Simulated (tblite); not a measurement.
# CH15BrF2Si5: the cost of one run

Computed with tblite 0.8.0 and PySCF 2.14.0; each step states its level. No surroundings beyond the atoms listed, unless a continuum is named. Atoms count from 0, parts from 1.

## (1) Starting point

24 atoms, charge 0, multiplicity 1; geometry: rigid parts in contact. Parts: 1 = atoms 0–19, `[SiH3][Si]([SiH3])([SiH3])[SiH2]CBr`, charge 0; 2 = atoms 20–21, `F`, charge 0; 3 = atoms 22–23, `F`, charge 0.

## (2) Bringing the parts together with GFN2-xTB

The job: settings as JSON, then the geometry in Å.

```
{"job": {"kind": "dock", "xc": "GFN2-xTB", "basis": "xTB"}, "charge": 0, "multiplicity": 1, "parts": [{"atoms": "0-19", "charge": 0, "multiplicity": 1}, {"atoms": "20-21", "charge": 0, "multiplicity": 1}, {"atoms": "22-23", "charge": 0, "multiplicity": 1}]}
Si    -0.568413    -0.163524    -2.206219
Si    -0.631042     0.019554     0.138299
Si    -1.039699    -1.948311     1.357937
Si    -2.205532     1.648245     0.696128
Si     1.480376     0.855460     0.774398
C      2.820989     0.065983    -0.357138
Br     2.655407    -1.878121    -0.384293
H     -1.816618    -0.447839    -2.884698
H      0.394608    -1.168903    -2.686913
H     -0.036794     1.096273    -2.754739
H     -0.349313    -3.095976     0.790711
H     -0.483646    -1.728310     2.696226
H     -2.460389    -2.304429     1.478218
H     -3.557007     1.226308     0.341748
H     -1.911735     2.905110     0.002391
H     -2.205270     1.929031     2.131373
H      1.953845     0.516303     2.119065
H      1.774808     2.287655     0.639439
H      2.687601     0.389894    -1.385422
H      3.845669     0.264460    -0.050368
F     -0.146317    -3.768408    -2.459438
H      0.687211    -3.459349    -2.161456
F     -2.556174    -2.843529    -1.738558
H     -1.967306    -3.474065    -2.108968
```

With the program's defaults for keys left out, this is: GFN2-xTB search for minima from random contacts, gas phase.

Run with:

```bash
> OMP_NUM_THREADS=1 python cluster_run.py task.json out
```

One launch serves the whole session: the jobs run in the order shown.

**Question.** How long does this first job take on 1 thread of Arm Neoverse V1, shared host?

About 18 s.
